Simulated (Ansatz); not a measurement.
# C3H6Si: basis-set convergence

How large a basis does C3H6Si need? Two functionals are run in growing sets.

Method: one geometry, several basis sets; program: Ansatz 0.2.0, Gaussian basis.

Plan: PBE0-D4/def2-SVP; ωB97M-V/def2-SVP; PBE0-D4/def2-QZVPP; ωB97M-V/def2-QZVPP; the functionals' def2-TZVPP values are taken from earlier runs.

### 1 The geometry

All runs share one geometry, relaxed beforehand with PBE0-D4 in a triple-zeta def2 set.

10 atoms, charge 0, spin multiplicity 1.

Atoms are counted from 1 here; the program's logs count them from 0.

Bond lengths: C1–C2 1.300 Å, C1–H5 1.085 Å, C1–H6 1.085 Å, C2–C3 1.301 Å, C3–Si4 1.861 Å, C3–H7 1.089 Å, Si4–H8 1.488 Å, Si4–H9 1.488 Å, Si4–H10 1.483 Å. Angles: C2–C1–H5 121.0°, C2–C1–H6 121.0°, H5–C1–H6 117.9°, C1–C2–C3 178.2°, C2–C3–Si4 121.4°, C2–C3–H7 118.6°, Si4–C3–H7 119.9°, C3–Si4–H8 110.3°, C3–Si4–H9 110.3°, C3–Si4–H10 109.1°, H8–Si4–H9 107.7°, H8–Si4–H10 109.7°, H9–Si4–H10 109.7°.

### 2 PBE0-D4 in def2-SVP

Input file in.yaml:

```yaml
crystal:
  periodic: [false, false, false]
  atoms:
    - {symbol: C, position_ang: [-1.305759, 1.563980, -0.794628]}
    - {symbol: C, position_ang: [-0.441531, 0.594280, -0.737991]}
    - {symbol: C, position_ang: [0.419115, -0.376727, -0.640872]}
    - {symbol: Si, position_ang: [0.876591, -1.106097, 1.008819]}
    - {symbol: H, position_ang: [-0.988565, 2.599745, -0.740505]}
    - {symbol: H, position_ang: [-2.365871, 1.362684, -0.904280]}
    - {symbol: H, position_ang: [0.874883, -0.763458, -1.551357]}
    - {symbol: H, position_ang: [2.335282, -0.949538, 1.256559]}
    - {symbol: H, position_ang: [0.567874, -2.561329, 1.032185]}
    - {symbol: H, position_ang: [0.111082, -0.414740, 2.074871]}
basis:
  gaussian: {orbitals: def2-SVP}
hamiltonian: {xc: pbe0, dispersion: d4}
output: {orbitals: {seedname: orbitals}}
```

Run with:

```
> ansatz run in.yaml --threads 2 --pin off --events-out ev --progress --plain --max-ram 4352MiB
```

Further steps of the session: ωB97M-V in def2-SVP; PBE0-D4 in def2-QZVPP; ωB97M-V in def2-QZVPP.

**Question.** What will the summary of the whole plan be? Wanted: PBE0-D4: double and triple zeta above quadruple; ωB97M-V: double and triple zeta above quadruple.

As calculated:

```
                                       quantity          value
PBE0-D4: double and triple zeta above quadruple  6.73, 0.44 eV
ωB97M-V: double and triple zeta above quadruple  6.92, 0.41 eV
```

For PBE0-D4 the step from double to triple zeta gains 6.28 eV and the next only 0.44 eV. These are total energies; as a rule much of such shifts cancels in differences, which this series doesn't test.
